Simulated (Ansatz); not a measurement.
# BGe (quartet): the correlation ladder, cc-pVTZ

How much of the correlation energy of BGe (quartet) does each wave-function method recover here?

Method: cc-pVTZ, core rule «outside noble gas», up to 15 orbitals frozen; program: Ansatz 0.2.0, Gaussian basis.

The runs, in order: UHF; CCSD(T) on ROHF; CCSD(T) on UHF; BCCD(T) on ROHF; CISD; CCSDT(Q) on ROHF; CCSDT(Q) on UHF; CASSCF and MRCISD+Q, 7 electrons in 8 orbitals; CASSCF and NEVPT2, 7 electrons in 8 orbitals.

12 further runs of the same task are left out: 3 that didn't finish, 9 set aside as unsound or not needed.

## 1. The geometry

The geometry is a PBE0/def2-TZVP stationary point (not a proven minimum) of the parent state, kept for this charge and spin. No spin-orbit coupling is included. The filled d shell of Ge may be among the frozen orbitals whatever the setting's name suggests; the logs give the count.

2 atoms, charge 0, spin multiplicity 4.

Atoms are counted from 1 here; the program's logs count them from 0.

Bond lengths: Ge1–B2 1.987 Å.

In the tables R marks a restricted open-shell determinant and U an unrestricted one; 'valence' is the active space of 7 electrons in 8 orbitals; energies count from the table's Hartree-Fock row.

## 2. UHF

in.yaml

```yaml
crystal:
  periodic: [false, false, false]
  atoms:
    - {symbol: Ge, position_ang: [0.000000, 0.000000, 0.000000]}
    - {symbol: B, position_ang: [0.000000, 0.000000, 1.987464]}
basis:
  gaussian: {orbitals: cc-pVTZ}
magnetization: {spin_polarized: true, initial_magnetization: 3}
hamiltonian: {xc: hf}
output: {orbitals: {seedname: orbitals}}
```

Launch:

```
> ansatz run in.yaml --threads 1 --pin off --events-out ev --progress --plain --max-ram 2393MiB
```

Log:

```text
Functional definition: HF
  name "HF"
  cite "Fock, Z. Phys. 61, 126 (1930) doi:10.1007/BF01340294"
  parent pbe
  exchange = exact_x
  correlation = 0
468 factors; integrals over basis functions are off by at most 1.3e-3 eV
mean field evaluation 1: about -57142.2968 eV, gradient 5.3e0 eV
mean field evaluation 2: about -57142.3000 eV, gradient 5.3e0 eV
mean field evaluation 4: about -57142.8509 eV, gradient 1.2e0 eV
mean field evaluation 8: about -57142.9807 eV, gradient 1.7e-1 eV
mean field evaluation 16: about -57142.4959 eV, gradient 2.3e0 eV
mean field evaluation 32: about -57142.2968 eV, gradient 5.3e0 eV
mean field -57142.98270206 eV, -2099.9658813960 hartree, gradient 2.9e-5 eV, S^2 3.756400; 0 other end points of the search recorded, 0 dependent functions left out
reference -57142.98270206 eV, -2099.9658813960 hartree; 20, 17 occupied and 53, 56 virtual orbitals, 468 factors
Total energy: -57142.98270206 eV, -2099.9658813960 hartree
```

Run time: 1.2 s. Hardware: 1 thread of Arm Neoverse V2, shared host.

From the report: ⟨S²⟩ of the determinant 3.756 (pure quartet: 3.75).

## 3. CCSD(T) on ROHF

in.yaml

```yaml
crystal:
  periodic: [false, false, false]
  atoms:
    - {symbol: Ge, position_ang: [0.000000, 0.000000, 0.000000]}
    - {symbol: B, position_ang: [0.000000, 0.000000, 1.987464]}
basis:
  gaussian: {orbitals: cc-pVTZ}
magnetization: {spin_polarized: false, initial_magnetization: 3}
correlation: {method: ccsd_t, electrons: outside_noble_gas}
output: {forces: true}
```

Same command.

Log, shortened:

```text
Functional definition: HF
  name "HF"
  cite "Fock, Z. Phys. 61, 126 (1930) doi:10.1007/BF01340294"
  parent pbe
[...]
468 factors; integrals over basis functions are off by at most 1.3e-3 eV
[...]
mean field -57142.92700512 eV, -2099.9638345712 hartree, gradient 9.4e-6 eV, S^2 3.750000; 8 other end points of the search recorded, 0 dependent functions left out
[...]
determinant -57142.92700512 eV, -2099.9638345712 hartree, with singles and doubles -57147.22493266 eV, -2100.1217804951 hartree
determinant -57140.53264609 eV, -2099.8758434998 hartree, with singles and doubles -57144.36034241 eV, -2100.0165087451 hartree
determinant -57139.83035997 eV, -2099.8500349608 hartree, with singles and doubles -57144.40706602 eV, -2100.0182258060 hartree
determinant -57139.79500940 eV, -2099.8487358512 hartree, with singles and doubles -57144.38696482 eV, -2100.0174871006 hartree
15 core orbitals not correlated: weight in the atoms' cores, before any rotation towards them, 1.000 or more for the frozen orbitals, at most 0.000 for the correlated occupied ones
reference -57142.92700512 eV, -2099.9638345712 hartree; 5, 2 occupied and 53, 56 virtual orbitals, 468 factors
second order -3.52674751 eV of doubles, -0.03140705 eV of singles
cycle   1  -4.22631512 eV  change   -2.4e-1 eV  update   2.1e-2
[...]
cycle  13  -4.24715084 eV  change    2.0e-7 eV  update   4.7e-7
perturbative correction -0.26766380 eV, -0.0098364631 hartree
[...]
Total energy: -57147.44181976 eV, -2100.1297509487 hartree
Atom 0 at     0.000000     0.000000     0.000000 Å, force     0.000000    -0.000000    -0.302964 eV/Å
Atom 1 at     0.000000     0.000000     1.987464 Å, force     0.000000    -0.000000     0.302964 eV/Å
Dipole moment:     0.000000    -0.000000    -0.182568 e Å
```

It took 11 s on 1 thread of Arm Neoverse V2, shared host; peak memory 0.26 GiB.

From the report: correlation -4.5148 eV; T1 0.043; largest double amplitude 0.09.

## 4. CCSD(T) on UHF

Changes to in.yaml since step 3:

```diff
@@ -7,3 +7,3 @@
   gaussian: {orbitals: cc-pVTZ}
-magnetization: {spin_polarized: false, initial_magnetization: 3}
+magnetization: {spin_polarized: true, initial_magnetization: 3}
 correlation: {method: ccsd_t, electrons: outside_noble_gas}
```

The command is unchanged.

Log, shortened:

```text
Functional definition: HF
  name "HF"
  cite "Fock, Z. Phys. 61, 126 (1930) doi:10.1007/BF01340294"
  parent pbe
[...]
468 factors; integrals over basis functions are off by at most 1.3e-3 eV
[...]
mean field -57142.98270206 eV, -2099.9658813960 hartree, gradient 2.8e-6 eV, S^2 3.756400; 4 other end points of the search recorded, 0 dependent functions left out
determinant -57142.98270206 eV, -2099.9658813960 hartree, with singles and doubles -57147.23081678 eV, -2100.1219967324 hartree
determinant -57140.69415468 eV, -2099.8817788307 hartree, with singles and doubles -57144.35637291 eV, -2100.0163628684 hartree
determinant -57140.41210006 eV, -2099.8714135149 hartree, with singles and doubles -57144.23034102 eV, -2100.0117312820 hartree
15 core orbitals not correlated: weight in the atoms' cores, before any rotation towards them, 1.000 or more for the frozen orbitals, at most 0.000 for the correlated occupied ones
reference -57142.98270206 eV, -2099.9658813960 hartree; 5, 2 occupied and 53, 56 virtual orbitals, 468 factors
second order -3.49226899 eV of doubles, -0.00000000 eV of singles
cycle   1  -4.17904029 eV  change   -2.3e-1 eV  update   2.1e-2
[...]
cycle  14  -4.20115846 eV  change   -3.5e-8 eV  update   1.9e-7
perturbative correction -0.26512399 eV, -0.0097431270 hartree
[...]
Total energy: -57147.44898452 eV, -2100.1300142490 hartree
Atom 0 at     0.000000     0.000000     0.000000 Å, force    -0.000000     0.000000    -0.310394 eV/Å
Atom 1 at     0.000000     0.000000     1.987464 Å, force    -0.000000    -0.000000     0.310394 eV/Å
Dipole moment:     0.000000    -0.000000    -0.182477 e Å
```

It took 8.5 s on 1 thread of Arm Neoverse V2, shared host; peak memory 0.25 GiB.

From the report: ⟨S²⟩ of the determinant 3.756 (pure quartet: 3.75); correlation -4.4663 eV; T1 0.039; largest double amplitude 0.09.

## 5. BCCD(T) on ROHF

in.yaml

```yaml
crystal:
  periodic: [false, false, false]
  atoms:
    - {symbol: Ge, position_ang: [0.000000, 0.000000, 0.000000]}
    - {symbol: B, position_ang: [0.000000, 0.000000, 1.987464]}
basis:
  gaussian: {orbitals: cc-pVTZ}
magnetization: {spin_polarized: false, initial_magnetization: 3}
correlation: {method: bccd_t, electrons: outside_noble_gas}
```

The command is unchanged.

Log, shortened:

```text
Functional definition: HF
  name "HF"
  cite "Fock, Z. Phys. 61, 126 (1930) doi:10.1007/BF01340294"
  parent pbe
[...]
468 factors; integrals over basis functions are off by at most 1.3e-3 eV
[...]
mean field -57142.92700512 eV, -2099.9638345712 hartree, gradient 9.4e-6 eV, S^2 3.750000; 8 other end points of the search recorded, 0 dependent functions left out
[...]
determinant -57142.92700512 eV, -2099.9638345712 hartree, with singles and doubles -57147.22493266 eV, -2100.1217804951 hartree
determinant -57140.53264609 eV, -2099.8758434998 hartree, with singles and doubles -57144.36034241 eV, -2100.0165087451 hartree
determinant -57139.83035997 eV, -2099.8500349608 hartree, with singles and doubles -57144.40706602 eV, -2100.0182258060 hartree
determinant -57139.79500940 eV, -2099.8487358512 hartree, with singles and doubles -57144.38696482 eV, -2100.0174871006 hartree
15 core orbitals not correlated: weight in the atoms' cores, before any rotation towards them, 1.000 or more for the frozen orbitals, at most 0.000 for the correlated occupied ones
reference -57142.92700512 eV, -2099.9638345712 hartree; 5, 2 occupied and 53, 56 virtual orbitals, 468 factors
second order -3.52674751 eV of doubles, -0.03140705 eV of singles
cycle   1  -4.22782247 eV  change   -2.4e-1 eV  update   2.6e-2
[...]
cycle  10  -4.23809214 eV  change    2.5e-6 eV  update   8.0e-6
perturbative correction -0.27799403 eV, -0.0102160923 hartree
Total energy: -57147.44309130 eV, -2100.1297976769 hartree
```

It took 7 s on 1 thread of Arm Neoverse V2, shared host.

From the report: correlation -4.5161 eV; largest double amplitude 0.08.

## 6. CISD

Changes to in.yaml since step 5:

```diff
@@ -8,2 +8,2 @@
 magnetization: {spin_polarized: false, initial_magnetization: 3}
-correlation: {method: bccd_t, electrons: outside_noble_gas}
+correlation: {active_space: {ras: {orbitals: [2, 3, 53], electrons: 7, max_holes: 2, max_particles: 2}, fixed_orbitals: true}}
```

Same command.

Log:

```text
Functional definition: HF
  name "HF"
  cite "Fock, Z. Phys. 61, 126 (1930) doi:10.1007/BF01340294"
  parent pbe
  exchange = exact_x
  correlation = 0
468 factors; integrals over basis functions are off by at most 1.3e-3 eV
mean field evaluation 1: about -57142.2044 eV, gradient 5.5e0 eV
mean field evaluation 2: about -57142.2062 eV, gradient 5.5e0 eV
mean field evaluation 4: about -57142.7576 eV, gradient 1.9e0 eV
mean field evaluation 8: about -57142.9236 eV, gradient 3.7e-1 eV
mean field evaluation 16: about -57137.0501 eV, gradient 8.9e0 eV
mean field evaluation 32: about -57142.9270 eV, gradient 1.6e-6 eV
mean field -57142.92700512 eV, -2099.9638345712 hartree, gradient 9.4e-6 eV, S^2 3.750000; 5 other end points of the search recorded, 0 dependent functions left out
reference -57142.92700512 eV, -2099.9638345712 hartree; 20, 17 occupied and 53, 56 virtual orbitals, 468 factors
state -57147.03203301 eV, -2100.1146915635 hartree
Total energy: -57147.03203301 eV, -2100.1146915635 hartree
```

Wall time 7.5 s (1 thread of Arm Neoverse V2, shared host).

From the report: 40,578 determinants.

## 7. CCSDT(Q) on ROHF

Changes to in.yaml since step 6:

```diff
@@ -8,2 +8,2 @@
 magnetization: {spin_polarized: false, initial_magnetization: 3}
-correlation: {active_space: {ras: {orbitals: [2, 3, 53], electrons: 7, max_holes: 2, max_particles: 2}, fixed_orbitals: true}}
+correlation: {method: ccsdt_q, electrons: outside_noble_gas}
```

Launched as before.

Log, shortened:

```text
Functional definition: HF
  name "HF"
  cite "Fock, Z. Phys. 61, 126 (1930) doi:10.1007/BF01340294"
  parent pbe
[...]
810 factors; integrals over basis functions are off by at most 1.8e-7 eV
[...]
mean field -57142.92701959 eV, -2099.9638351030 hartree, gradient 2.8e-6 eV, S^2 3.750000; 8 other end points of the search recorded, 0 dependent functions left out
determinant -57142.92701959 eV, -2099.9638351030 hartree, with singles and doubles -57147.22484974 eV, -2100.1217774478 hartree
determinant -57140.53266326 eV, -2099.8758441308 hartree, with singles and doubles -57144.35838530 eV, -2100.0164368224 hartree
determinant -57139.83037404 eV, -2099.8500354777 hartree, with singles and doubles -57144.40604254 eV, -2100.0181881936 hartree
determinant -57139.79502164 eV, -2099.8487363011 hartree, with singles and doubles -57144.38875076 eV, -2100.0175527327 hartree
15 core orbitals not correlated: weight in the atoms' cores, before any rotation towards them, 1.000 or more for the frozen orbitals, at most 0.000 for the correlated occupied ones
reference -57142.92701959 eV, -2099.9638351030 hartree; 5, 2 occupied and 53, 56 virtual orbitals, 810 factors
second order -3.52675553 eV of doubles, -0.03140715 eV of singles
cycle   1  -3.98083243 eV  change   -4.2e-1 eV  update   9.1e-2
[...]
cycle  16  -4.56429393 eV  change    6.9e-7 eV  update   8.6e-7
perturbative correction -0.01926146 eV, -0.0007078457 hartree
Total energy: -57147.51057498 eV, -2100.1322776567 hartree
```

Wall time 40 s (1 thread of Arm Neoverse V2, shared host); peak memory 0.51 GiB.

From the report: correlation -4.5836 eV; T1 0.049; largest double amplitude 0.10.

## 8. CCSDT(Q) on UHF

Changes to in.yaml since step 7:

```diff
@@ -7,3 +7,3 @@
   gaussian: {orbitals: cc-pVTZ}
-magnetization: {spin_polarized: false, initial_magnetization: 3}
+magnetization: {spin_polarized: true, initial_magnetization: 3}
 correlation: {method: ccsdt_q, electrons: outside_noble_gas}
```

Same command.

Log, shortened:

```text
Functional definition: HF
  name "HF"
  cite "Fock, Z. Phys. 61, 126 (1930) doi:10.1007/BF01340294"
  parent pbe
[...]
810 factors; integrals over basis functions are off by at most 1.8e-7 eV
[...]
mean field -57142.98271668 eV, -2099.9658819330 hartree, gradient 9.2e-6 eV, S^2 3.756400; 5 other end points of the search recorded, 0 dependent functions left out
determinant -57142.98271668 eV, -2099.9658819330 hartree, with singles and doubles -57147.23130909 eV, -2100.1220148242 hartree
determinant -57140.69417197 eV, -2099.8817794665 hartree, with singles and doubles -57144.35719790 eV, -2100.0163931862 hartree
determinant -57140.41211679 eV, -2099.8714141295 hartree, with singles and doubles -57144.24194787 eV, -2100.0121578259 hartree
determinant -57139.95231402 eV, -2099.8545166893 hartree, with singles and doubles -57144.39635598 eV, -2100.0178322192 hartree
15 core orbitals not correlated: weight in the atoms' cores, before any rotation towards them, 1.000 or more for the frozen orbitals, at most 0.000 for the correlated occupied ones
reference -57142.98271668 eV, -2099.9658819330 hartree; 5, 2 occupied and 53, 56 virtual orbitals, 810 factors
second order -3.49227733 eV of doubles, -0.00000000 eV of singles
cycle   1  -3.92983560 eV  change   -4.4e-1 eV  update   9.1e-2
[...]
cycle  17  -4.51593322 eV  change   -4.2e-7 eV  update   3.8e-7
perturbative correction -0.02036753 eV, -0.0007484930 hartree
Total energy: -57147.51901742 eV, -2100.1325879107 hartree
```

Run time: 36 s. Hardware: 1 thread of Arm Neoverse V2, shared host; peak memory 0.47 GiB.

From the report: ⟨S²⟩ of the determinant 3.756 (pure quartet: 3.75); correlation -4.5363 eV; T1 0.045; largest double amplitude 0.10.

## 9. CASSCF and MRCISD+Q, 7 electrons in 8 orbitals

in.yaml

```yaml
crystal:
  periodic: [false, false, false]
  atoms:
    - {symbol: Ge, position_ang: [0.000000, 0.000000, 0.000000]}
    - {symbol: B, position_ang: [0.000000, 0.000000, 1.987464]}
basis:
  gaussian: {orbitals: cc-pVTZ}
magnetization: {spin_polarized: false, initial_magnetization: 3}
correlation: {method: fic_mrcisd_q, electrons: outside_noble_gas, active_space: {window: {electrons: 7, orbitals: 8}, shells: [{species: B, l: s, shell: 2}, {species: B, l: p, shell: 2}, {species: Ge, l: s, shell: 4}, {species: Ge, l: p, shell: 4}]}}
```

The command is unchanged.

Log, shortened:

```text
Functional definition: HF
  name "HF"
  cite "Fock, Z. Phys. 61, 126 (1930) doi:10.1007/BF01340294"
  parent pbe
[...]
810 factors; integrals over basis functions are off by at most 1.8e-7 eV
[...]
mean field -57142.92701959 eV, -2099.9638351030 hartree, gradient 2.8e-6 eV, S^2 3.750000; 5 other end points of the search recorded, 0 dependent functions left out
reference -57142.92701959 eV, -2099.9638351030 hartree; 20, 17 occupied and 53, 56 virtual orbitals, 810 factors
state -57144.64053544 eV, -2100.0268056490 hartree
contracted CI cycle   1: correlation 0.00000000 eV, 0.0000000000 hartree, residual 1.21e1 eV
contracted CI cycle   2: correlation -2.59387291 eV, -0.0953230711 hartree, residual 2.32e0 eV
contracted CI cycle   3: correlation -2.68530010 eV, -0.0986829587 hartree, residual 5.23e-1 eV
contracted CI cycle   4: correlation -2.68961151 eV, -0.0988413999 hartree, residual 1.23e-1 eV
contracted CI cycle   5: correlation -2.68984577 eV, -0.0988500088 hartree, residual 3.00e-2 eV
contracted CI cycle   6: correlation -2.68986028 eV, -0.0988505419 hartree, residual 8.11e-3 eV
contracted CI cycle   7: correlation -2.68986131 eV, -0.0988505797 hartree, residual 2.15e-3 eV
contracted CI cycle   8: correlation -2.68986137 eV, -0.0988505822 hartree, residual 5.41e-4 eV
state -57144.64053544 eV, -2100.0268056490 hartree; corrected -57147.50446120 eV, -2100.1320529793 hartree
Total energy: -57147.50446120 eV, -2100.1320529793 hartree
Checks for a lower state left out: starts, orbital_swaps
```

It took 6.5 s on 1 thread of Arm Neoverse V2, shared host; peak memory 0.26 GiB.

From the report: 400 determinants; active occupations 1.97, 1.92, 1.01, 0.98, 0.98, 0.06, 0.06, 0.03.

## 10. CASSCF and NEVPT2, 7 electrons in 8 orbitals

in.yaml

```yaml
crystal:
  periodic: [false, false, false]
  atoms:
    - {symbol: Ge, position_ang: [0.000000, 0.000000, 0.000000]}
    - {symbol: B, position_ang: [0.000000, 0.000000, 1.987464]}
basis:
  gaussian: {orbitals: cc-pVTZ}
magnetization: {spin_polarized: false, initial_magnetization: 3}
correlation: {method: sc_nevpt2, electrons: outside_noble_gas, active_space: {window: {electrons: 7, orbitals: 8}, shells: [{species: B, l: s, shell: 2}, {species: B, l: p, shell: 2}, {species: Ge, l: s, shell: 4}, {species: Ge, l: p, shell: 4}]}}
```

The command is unchanged.

Log, shortened:

```text
Functional definition: HF
  name "HF"
  cite "Fock, Z. Phys. 61, 126 (1930) doi:10.1007/BF01340294"
  parent pbe
[...]
810 factors; integrals over basis functions are off by at most 1.8e-7 eV
[...]
mean field -57142.92701959 eV, -2099.9638351030 hartree, gradient 2.8e-6 eV, S^2 3.750000; 5 other end points of the search recorded, 0 dependent functions left out
reference -57142.92701959 eV, -2099.9638351030 hartree; 20, 17 occupied and 53, 56 virtual orbitals, 810 factors
state -57144.64053544 eV, -2100.0268056490 hartree
state -57144.64053544 eV, -2100.0268056490 hartree; corrected -57146.89762634 eV, -2100.1097522095 hartree
Total energy: -57146.89762634 eV, -2100.1097522095 hartree
Checks for a lower state left out: starts, orbital_swaps
```

It took 5.5 s on 1 thread of Arm Neoverse V2, shared host.

From the report: 400 determinants; active occupations 1.97, 1.92, 1.01, 0.98, 0.98, 0.06, 0.06, 0.03.

## 11. How many determinants matter

Natural occupations of the CASSCF valence state about the gap (report; correlated orbitals 1 to 8): 1.975, 1.915, 1.012, 0.978, 0.978, 0.056, 0.056, 0.030. The count of effectively unpaired electrons, Σ n²(2 − n)², is 3.05; a single determinant of this spin has 3.

## 12. All levels against the top one

The yardstick is UCCSDT(Q), where the cluster series has nearly closed. Rows without a time come out of other runs: HF, MP2 and CCSD of CCSD(T), CCSDT of CCSDT(Q), CASSCF and MRCISD of the multireference runs. The times of RCCSD(T), UCCSD(T) include forces.

Differences are taken before rounding.

```
          method  energy from the lowest RHF (kJ/mol)  from UCCSDT(Q) (kJ/mol)   time
             RHF                                  0.0                   +443.1       
             UHF                                 -5.4                   +437.7       
            RMP2                               -343.3                    +99.8       
            UMP2                               -342.3                   +100.7       
            CISD                               -396.1                    +47.0  7.5 s
           RCCSD                               -409.8                    +33.3       
           UCCSD                               -410.7                    +32.3       
        RCCSD(T)                               -435.6                     +7.4   11 s
        UCCSD(T)                               -436.3                     +6.8  8.5 s
         BCCD(T)                               -435.7                     +7.3    7 s
          RCCSDT                               -440.4                     +2.7       
          UCCSDT                               -441.1                     +2.0       
       RCCSDT(Q)                               -442.2                     +0.8   40 s
       UCCSDT(Q)                               -443.1                        0   36 s
  CASSCF valence                               -165.3                   +277.7       
  NEVPT2 valence                               -383.1                    +60.0  5.5 s
  MRCISD valence                               -424.9                    +18.2       
MRCISD+Q valence                               -441.7                     +1.4  6.5 s
```

Among the levels timed on like hardware and quicker than the yardstick, those that no quicker one beats, quickest first: NEVPT2 valence (5.5 s, +60.0 kJ/mol); MRCISD+Q valence (6.5 s, +1.4 kJ/mol).

## 13. Outcome

```
                         quantity                                        value
   UCCSDT(Q) below the RHF energy                                   -4.5920 eV
              RMP2 from UCCSDT(Q)                                 +99.8 kJ/mol
              UMP2 from UCCSDT(Q)                                +100.7 kJ/mol
             RCCSD from UCCSDT(Q)                                 +33.3 kJ/mol
          RCCSD(T) from UCCSDT(Q)                                  +7.4 kJ/mol
          UCCSD(T) from UCCSDT(Q)                                  +6.8 kJ/mol
         RCCSDT(Q) from UCCSDT(Q)                                  +0.8 kJ/mol
    NEVPT2 valence from UCCSDT(Q)                                 +60.0 kJ/mol
  MRCISD+Q valence from UCCSDT(Q)                                  +1.4 kJ/mol
levels within 1 kcal/mol (43 meV)  RCCSDT, UCCSDT, RCCSDT(Q), MRCISD+Q valence
                    T1 diagnostic                                        0.043
   effectively unpaired electrons                                         3.05
```

RCCSD(T) lands +7.4 kJ/mol from the yardstick (1.7 % of the correlation energy). The occupations are near whole numbers, but T1 = 0.043 shows that the orbitals relax strongly. Of the multireference levels listed MRCISD+Q valence comes nearest in total energy (+1.4 kJ/mol), which doesn't show that its space is the better one. These misses are within one basis, not against nature; the frozen cores of restricted and unrestricted runs differ, which can shift their rows.

For cost: MRCISD+Q valence gets within 1.4 kJ/mol in 6.5 s, where UCCSDT(Q) took 36 s; the quickest level in the cost chart, NEVPT2 valence, takes 5.5 s and misses by 60.0 kJ/mol.
